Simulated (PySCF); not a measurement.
# PdOCl₂: triplet, from a B3LYP minimum start

The task is one start of a wider search on PdOCl₂: the triplet, from a B3LYP minimum start. It is relaxed, tested by its Hessian and followed downhill if it is a saddle.

Method: B3LYP, basis Pd def2-SVP with ECP28, O def2-SVP, Cl def2-SVP, scalar-relativistic core potentials, no spin–orbit coupling, density fitting; program: PySCF 2.14.0.

## Step 1: Starting geometry

4 atoms, charge 0, spin multiplicity 3.

Bond lengths: Pd1–O2 1.768 Å, Pd1–Cl3 2.266 Å, Pd1–Cl4 2.245 Å. Angles: O2–Pd1–Cl3 99.7°, O2–Pd1–Cl4 156.6°, Cl3–Pd1–Cl4 103.6°.

Coordinates in bohr (charge 0 multiplicity 3):
```
Pd   -0.4495    0.0000   -0.5723
O    -3.7094    0.0000   -1.3014
Cl   -0.6643    0.0000    3.7051
Cl    3.7181    0.0000   -1.3633
```

## Step 2: The SCF at the typed geometry

One driver script runs all steps and calls PySCF; scf.py shows how it sets up the SCF of each step. The optimiser is the driver's own. After this first run the driver tries any further starts and a stability analysis.

File scf.py:

```python
from pyscf import gto, scf, dft
mol = gto.M(atom='''
Pd    -0.237868     0.000000    -0.302837
O     -1.962925     0.000000    -0.688672
Cl    -0.351558     0.000000     1.960633
Cl     1.967515     0.000000    -0.721420''',
    basis={'Pd': 'def2-SVP', 'O': 'def2-SVP', 'Cl': 'def2-SVP'},
    ecp={'Pd': 'def2-SVP'},
    charge=0, spin=2)
mf = dft.UKS(mol, xc='B3LYP')
mf.grids.atom_grid = (50, 194)
aux = {'Pd': 'def2-universal-JKFIT', 'O': 'def2-universal-JKFIT', 'Cl': 'def2-universal-JKFIT'}
mf = mf.density_fit(auxbasis=aux)
mf.conv_tol = 1e-08
mf.diis_space = 10
mf.max_cycle = 60
mf.init_guess = 'minao'
mf.verbose = 4
mf.kernel()
```

On the command line:

```console
OMP_NUM_THREADS=2 python axn.py task.json out
```

The program printed:

```text
init E= -1112.3139991464
[... the frontier-level lines of each cycle are left out ...]
cycle= 1 E= -1120.57952276851  delta_E= -8.27  |g|= 1.82  |ddm|= 2.75
cycle= 2 E= -1089.14884470067  delta_E= 31.4  |g|= 6.42  |ddm|= 9.94
cycle= 3 E= -1120.4180500675  delta_E= -31.3  |g|= 2.18  |ddm|= 9.09
cycle= 4 E= -1121.67434149594  delta_E= -1.26  |g|= 1.74  |ddm|=  2.3
cycle= 5 E= -1122.23979056771  delta_E= -0.565  |g|= 1.29  |ddm|= 1.74
cycle= 6 E= -1123.13336908925  delta_E= -0.894  |g|= 0.214  |ddm|= 1.16
cycle= 7 E= -1123.14800635076  delta_E= -0.0146  |g|= 0.142  |ddm|= 0.35
cycle= 8 E= -1123.15792429013  delta_E= -0.00992  |g|= 0.0828  |ddm|= 0.227
cycle= 9 E= -1123.16233069082  delta_E= -0.00441  |g|= 0.0271  |ddm|= 0.119
cycle= 10 E= -1123.16305870902  delta_E= -0.000728  |g|= 0.0115  |ddm|= 0.0722
cycle= 11 E= -1123.1631714143  delta_E= -0.000113  |g|= 0.00503  |ddm|= 0.0279
cycle= 12 E= -1123.16320075981  delta_E= -2.93e-05  |g|= 0.00145  |ddm|= 0.0169
cycle= 13 E= -1123.16320551629  delta_E= -4.76e-06  |g|= 0.000785  |ddm|= 0.00741
cycle= 14 E= -1123.16320668661  delta_E= -1.17e-06  |g|= 0.000476  |ddm|= 0.00314
cycle= 15 E= -1123.16320716853  delta_E= -4.82e-07  |g|= 0.000255  |ddm|= 0.00245
cycle= 16 E= -1123.16320730843  delta_E= -1.4e-07  |g|= 7.5e-05  |ddm|= 0.00175
cycle= 17 E= -1123.16320731924  delta_E= -1.08e-08  |g|= 2.95e-05  |ddm|= 0.000291
cycle= 18 E= -1123.1632073265  delta_E= -7.27e-09  |g|= 1.35e-05  |ddm|= 0.00041
Extra cycle  E= -1123.16320732625  delta_E= 2.48e-10  |g|= 4.14e-05  |ddm|= 8.29e-05
converged SCF energy = -1123.16320732625  <S^2> = 2.0346335  2S+1 = 3.0230008
```

This step, with its further starts and checks, needed 17 s of wall time on 2 threads of Arm Neoverse V1, shared host.

Energies from each starting density:

```csv
start,energy (Eh)
the minimal-basis guess,-1123.163207
a thermally smeared density,-1123.163207
a smeared PBE density,-1123.163207
```

The test of internal stability and the other starts found no lower solution of this spin.

## Step 3: Relaxing the triplet from the B3LYP minimum start

The program finds Cs symmetry in the start, which this walk keeps.

Edit scf.py of step 2 so:

```diff
@@ -3,4 +3,4 @@
-Pd    -0.237868     0.000000    -0.302837
-O     -1.962925     0.000000    -0.688672
-Cl    -0.351558     0.000000     1.960633
-Cl     1.967515     0.000000    -0.721420''',
+Pd    -0.237453     0.000000    -0.304125
+O     -1.962510     0.000000    -0.689960
+Cl    -0.351143     0.000000     1.959345
+Cl     1.967930     0.000000    -0.722708''',
@@ -17 +16,0 @@
-mf.init_guess = 'minao'
```

Steps of the walk:

```
step   energy (Eh)  change (kJ/mol)  largest symmetric gradient (Eh/bohr)
   0  -1123.163207             0.00                               0.00036
   1  -1123.163208             0.00                               0.00012
```

The walk took 5 s.

It settles in Cs symmetry, 0.0 kJ/mol below the start, after 1 steps: Pd–Cl 2.245 Å, Pd–Cl 2.266 Å, Pd–O 1.768 Å; Cl–Pd–Cl 103.6°, Cl–Pd–O 99.7°, Cl–Pd–O 156.7°.

## Step 4: Is it a minimum? Harmonic modes

The point is checked on the finer grid, and tightened if its gradient asks for it. The Hessian and the dipole derivatives come from central differences of analytic gradients, with steps of 0.02 bohr.

Edit scf.py of step 3 so:

```diff
@@ -3,4 +3,4 @@
-Pd    -0.237453     0.000000    -0.304125
-O     -1.962510     0.000000    -0.689960
-Cl    -0.351143     0.000000     1.959345
-Cl     1.967930     0.000000    -0.722708''',
+Pd    -0.237494     0.000000    -0.304258
+O     -1.962947     0.000000    -0.689265
+Cl    -0.351169     0.000000     1.959020
+Cl     1.967994     0.000000    -0.722033''',
@@ -11 +11 @@
-mf.grids.atom_grid = (50, 194)
+mf.grids.atom_grid = (75, 302)
@@ -14 +14 @@
-mf.conv_tol = 1e-08
+mf.conv_tol = 1e-10
```

This SCF starts from the last density.

SCF at the final geometry:

```text
init E= -1123.16321633422
[... the frontier-level lines of each cycle are left out ...]
cycle= 1 E= -1123.16321633346  delta_E= 7.59e-10  |g|= 4.14e-05  |ddm|= 4.07e-05
cycle= 2 E= -1123.16321631442  delta_E= 1.9e-08  |g|= 0.000208  |ddm|= 0.000193
cycle= 3 E= -1123.16321633423  delta_E= -1.98e-08  |g|= 8.41e-06  |ddm|= 0.000158
cycle= 4 E= -1123.16321633426  delta_E= -3.46e-11  |g|= 5.9e-07  |ddm|= 8.58e-06
Extra cycle  E= -1123.16321633426  delta_E= 9.09e-13  |g|= 1.18e-06  |ddm|= 3.43e-06
converged SCF energy = -1123.16321633426  <S^2> = 2.0346776  2S+1 = 3.02303
```

The whole step took 1.7 min.

Geometry: Cs; Pd–Cl 2.245 Å, Pd–Cl 2.266 Å, Pd–O 1.768 Å; Cl–Pd–Cl 103.6°, Cl–Pd–O 99.7°, Cl–Pd–O 156.7°.

Harmonic modes (main isotopes):

```csv
symmetry,ω (cm⁻¹),IR (km/mol),μ (u),type
a',94,1.5,37.79,bend
a'',156,4.6,25.64,bend
a',162,6.5,19.74,bend
a',352,10.7,40.53,stretch
a',381,25.3,39.10,stretch
a',723,7.2,18.11,stretch
```

No imaginary mode, so this is a minimum.

Properties at this point:

* Dipole moment: 1.28 D
* Highest occupied level: -8.45 eV
* Lowest empty level: -5.80 eV
* Rotational constants: 0.1201, 0.07118, 0.04469 cm⁻¹
* Zero-point energy: 11.2 kJ/mol
* Principal polarisabilities: 30.0, 65.9, 87.2 bohr³
* Atomisation energy without zero-point energy: 701 kJ/mol
* Principal traceless quadrupole moments about the centre of mass: -4.36, 2.11, 2.26 D Å
* Entropy at 298.15 K and 1 bar (electronic part: spin only): 346.8 J/(mol K)
* Heat capacity Cp at 298.15 K: 73.4 J/(mol K)
* Enthalpy at 298.15 K above 0 K: 17.25 kJ/mol
* Rotational symmetry number: 1
* Spin squared ⟨S²⟩: 2.035

Populations by atom (charges in e):

```json
{"atom": "Pd1", "Mulliken": "0.45", "Löwdin": "-0.34", "polar tensor": "0.82", "spin (Mulliken)": "0.59", "Mayer order to Pd1": "–"}
{"atom": "O2", "Mulliken": "-0.18", "Löwdin": "0.05", "polar tensor": "-0.20", "spin (Mulliken)": "1.24", "Mayer order to Pd1": "1.43"}
{"atom": "Cl3", "Mulliken": "-0.11", "Löwdin": "0.15", "polar tensor": "-0.23", "spin (Mulliken)": "0.00", "Mayer order to Pd1": "1.03"}
{"atom": "Cl4", "Mulliken": "-0.15", "Löwdin": "0.14", "polar tensor": "-0.39", "spin (Mulliken)": "0.18", "Mayer order to Pd1": "1.05"}
```

Mulliken populations on Pd1 (outside its core potential): s 2.49, p 6.46, d 8.60, f 0.01.

## Step 5: Outcome

| quantity | value |
| --- | --- |
| minimum | triplet, Cs |
| geometry | Pd–Cl 2.245 Å, Pd–Cl 2.266 Å, Pd–O 1.768 Å; Cl–Pd–Cl 103.6°, Cl–Pd–O 99.7°, Cl–Pd–O 156.7° |
| wavenumbers (cm⁻¹) | 94 (a'), 156 (a''), 162 (a'), 352 (a'), 381 (a'), 723 (a') |
| dipole moment | 1.28 D |
| highest occupied, lowest empty level (either spin) | -8.45, -5.80 eV |
| polar-tensor charge of Pd1 | +0.82 e |
| zero-point energy | 11.2 kJ/mol |
| entropy at 298.15 K | 346.8 J/(mol K) |
| atomisation energy (no zero-point energy) | 701 kJ/mol |
| ⟨S²⟩ | 2.035 |

What this shows: The molecule stays Cs, as typed, and the end point is a minimum. The strongest infrared band lies at 381 cm⁻¹ (a', stretch). Most of the spin sits on O2 (Mulliken spin 1.24, against 2 for the whole molecule). Other starts or spin states, not run here, may lie lower. One determinant may miss the lowest occupation of an open d or f shell.

The search up to here took 2.1 min.
